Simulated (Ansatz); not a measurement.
# CH2AlFSi (SMILES FC#[Si][AlH2]): functionals against CCSD(T) at one geometry

The task here is to estimate one member of a computed series from the others.

Method: single points in def2-TZVPP; program: Ansatz 0.2.0, Gaussian basis.

Cores are frozen in the correlated methods.

**Where the work starts**

SMILES `FC#[Si][AlH2]`, 6 atoms, charge 0, spin multiplicity 1.

Atoms are counted from 1 here; the program's logs count them from 0.

Bond lengths: F1–C2 1.265 Å, C2–Si3 1.730 Å, Si3–Al4 2.417 Å, Al4–H5 1.548 Å, Al4–H6 1.709 Å. Angles: F1–C2–Si3 140.2°, C2–Si3–Al4 149.3°, Si3–Al4–H5 122.3°, Si3–Al4–H6 128.8°, H5–Al4–H6 108.9°.

As a file:

```mol
CH2AlFSi
  3D, bonds by distance, orders not assigned

  6  5  0  0  0  0  0  0  0  0999 V2000
    2.1309   -2.5366    1.3455 F   0  0
    1.2492   -1.9097    0.6902 C   0  0
    0.6767   -0.2972    0.4361 Si  0  0
   -0.9459    1.2004   -0.5472 Al  0  0
   -0.6535    2.0035   -1.8374 H   0  0
   -2.5062    1.6078    0.0174 H   0  0
  1  2  8  0
  2  3  8  0
  3  4  8  0
  4  5  8  0
  4  6  8  0
M  END
```

The first run:

run/in.yaml reads:

```yaml
crystal:
  periodic: [false, false, false]
  atoms:
    - {symbol: F, position_ang: [2.130917, -2.536618, 1.345548]}
    - {symbol: C, position_ang: [1.249163, -1.909694, 0.690165]}
    - {symbol: Si, position_ang: [0.676699, -0.297248, 0.436134]}
    - {symbol: Al, position_ang: [-0.945856, 1.200446, -0.547228]}
    - {symbol: H, position_ang: [-0.653548, 2.003472, -1.837439]}
    - {symbol: H, position_ang: [-2.506222, 1.607756, 0.017370]}
basis:
  gaussian: {orbitals: def2-TZVPP}
hamiltonian: {xc: pbe, dispersion: d4}
output: {forces: true}
```

Launch:

```bash
$ ansatz run in.yaml --threads 2 --pin off --events-out ev --progress --plain --max-ram 3481MiB
```

Steps of the session up to this table: PBE-D4/def2-TZVPP; r2SCAN-D4/def2-TZVPP; PBE0-D4/def2-TZVPP; wB97M-V/def2-TZVPP; CCSD(T)/def2-TZVPP.

One table of the session follows, with a row left open; its other results are not shown here.

```
   method  RMS force component (eV/Å)  angle to CCSD(T) forces (°)  dipole (D)
   PBE-D4                           ?                            ?           ?
r2SCAN-D4                       1.179                         11.0        1.11
  PBE0-D4                       1.212                         16.0        1.44
  wB97M-V                       1.395                         14.3        1.70
  CCSD(T)                       1.164                    reference        1.29
```

Q: Estimate the row for PBE-D4 from the others.

The run gave: RMS force component (eV/Å): 1.167; angle to CCSD(T) forces (°): 5.7; dipole (D): 1.05. In the column «RMS force component (eV/Å)» it lies between CCSD(T) (1.164) and r2SCAN-D4 (1.179).
